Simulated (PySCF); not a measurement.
# Br4Cr ([CrBr4]2-): the cost of one run

Programs: PySCF 2.14.0, with routines of our own; each step states its level. All values are computed. Atoms count from 0.

### 1 The starting structure

5 atoms, charge -2, states of the metal's open shell are computed; geometry from: model geometry, bond lengths from ionic radii.

### 2 Ligand-field states: state-averaged CASSCF in water

Job settings and geometry (Å):

```
{"job": {"kind": "lf", "basis": {"metal": "x2c-TZVPall", "ligand": "x2c-SVPall"}, "nevpt": true, "solvent": "water"}, "charge": -2, "metal": "Cr", "open_shell": "d4"}
Cr     0.000000     0.000000     0.000000
Br     1.466469     1.466469     1.466470
Br    -1.466469    -1.466469     1.466470
Br    -1.466469     1.466469    -1.466470
Br     1.466469    -1.466469    -1.466470
```

With the program's defaults for keys left out, this is: state-averaged CASSCF of the metal d shell, SC-NEVPT2 on the averaged canonical orbitals, state-interaction spin-orbit coupling.

Started as:

```sh
$ OMP_NUM_THREADS=1 python lf_run.py task.json out
```

This one command runs all jobs of the session in turn.

**Question.** How long does this first job take on 1 thread of Arm Neoverse V1, shared host, and how much memory does it need?

About 35 s, with a peak of 0.53 GiB.
